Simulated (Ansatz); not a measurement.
This script drives the Python package of Ansatz (0.2.0).

Script `compress_tl3ge.py`:
```python
# -*- coding: utf-8 -*-
"""Volume and enthalpy of Tl3Ge against pressure."""

import ansatz as az
import numpy as np

def edges_and_angles(cell):
    cell = np.asarray(cell)
    a, b, c = np.linalg.norm(cell, axis=1)
    cosines = cell[1] @ cell[2] / (b * c), cell[0] @ cell[2] / (a * c), cell[0] @ cell[1] / (a * b)
    return (a, b, c, *np.degrees(np.arccos(cosines)))

crystal = (
    az.Lattice.of((4.81852, 0.0, 0.0), (0.0, 4.81852, 0.0), (0.0, 0.0, 4.81852))
    .atom("Tl", (0.0, 0.5, 0.5))
    .atom("Tl", (0.5, 0.0, 0.5))
    .atom("Tl", (0.5, 0.5, 0.0))
    .atom("Ge", (0.0, 0.0, 0.0))
)

base = (
    crystal.calculation()
    .functional("r2scan")
    .kpoints(5)  # the mesh must be finer for metals
    .occupations("fermi_dirac", width=0.1)
    .scf(tolerance=1e-10)
)

# H = F + PV, with 1 GPa A^3 = 1/160.21766 eV
rows = []
for pressure in [-2, 0, 2, 5, 10]:
    result = base.relax(cell=True, pressure=pressure, force_tolerance=0.01, max_steps=40).run(threads=1, backend="cpu")
    cell = result.lattice.cell_ang
    n_atoms = len(result.lattice.sites)
    volume = abs(np.linalg.det(cell)) / n_atoms
    enthalpy = result.report["free_energy_ev"] / n_atoms + pressure * volume / 160.21766
    rows.append((pressure, volume, enthalpy, *edges_and_angles(cell)))
    print(f"{pressure} GPa done: {volume:.4f} A^3/atom")

print(" P (GPa)  V (A^3/atom)  H (eV/atom)     a       b       c")
for row in rows:
    print("{:8.1f} {:12.4f} {:14.5f} {:7.4f} {:7.4f} {:7.4f}".format(*row[:6]))
p, v = np.array([row[0] for row in rows], float), np.array([row[1] for row in rows])
print("mean bulk modulus between rows (GPa):", np.round(-np.diff(p) / np.diff(np.log(v)), 1))
```

It is started by `python compress_tl3ge.py`. How long does it take on 1 thread of Arm Neoverse V1, with other jobs on the host, and how much memory does it need?

It took about 2.6 min, with a peak of 0.66 GiB, for 5 runs of the engine.

`python compress_tl3ge.py` gives:
```text
DeckWarning: basis.ecutwfc = 500 eV, auto-derived from the records' recommended cutoffs: set by Tl (their level for a meta-GGA)
-2 GPa done: 29.0760 A^3/atom
0 GPa done: 27.4176 A^3/atom
2 GPa done: 26.1783 A^3/atom
5 GPa done: 24.7870 A^3/atom
10 GPa done: 23.1362 A^3/atom
 P (GPa)  V (A^3/atom)  H (eV/atom)     a       b       c
    -2.0      29.0760    -9669.78383  4.8813  4.8813  4.8813
     0.0      27.4176    -9669.43193  4.7866  4.7866  4.7866
     2.0      26.1783    -9669.09808  4.7134  4.7134  4.7134
     5.0      24.7870    -9668.62193  4.6284  4.6284  4.6284
    10.0      23.1362    -9667.87595  4.5232  4.5232  4.5232
mean bulk modulus between rows (GPa): [34.1 43.2 54.9 72.5]
```
(Warnings from the package without file and line.)

The volume falls from 29.08 Å³ an atom at -2 GPa to 23.14 at 10 GPa, by 20.4 %. Between -2 and 0 GPa, -V dP/dV is about 34 GPa, a mean over that step.

What to keep in mind:
- Absolute energies stand on the zero of these potentials, so only differences at equal settings mean something.
- At a fixed pressure a relaxation lowers the enthalpy F + PV, while F alone can rise.
- The mesh is modest for a metal, so energies can be off by several to tens of meV an atom and pressures by half a GPa or more; differences at equal mesh fare better.
- Spin-orbit coupling, which matters for elements this heavy, is left out.
- The structure comes from a database of computed cells and needn't be a stable or known phase.
- Symmetry holds the cell in this phase, whether or not it is the stable one at each pressure.
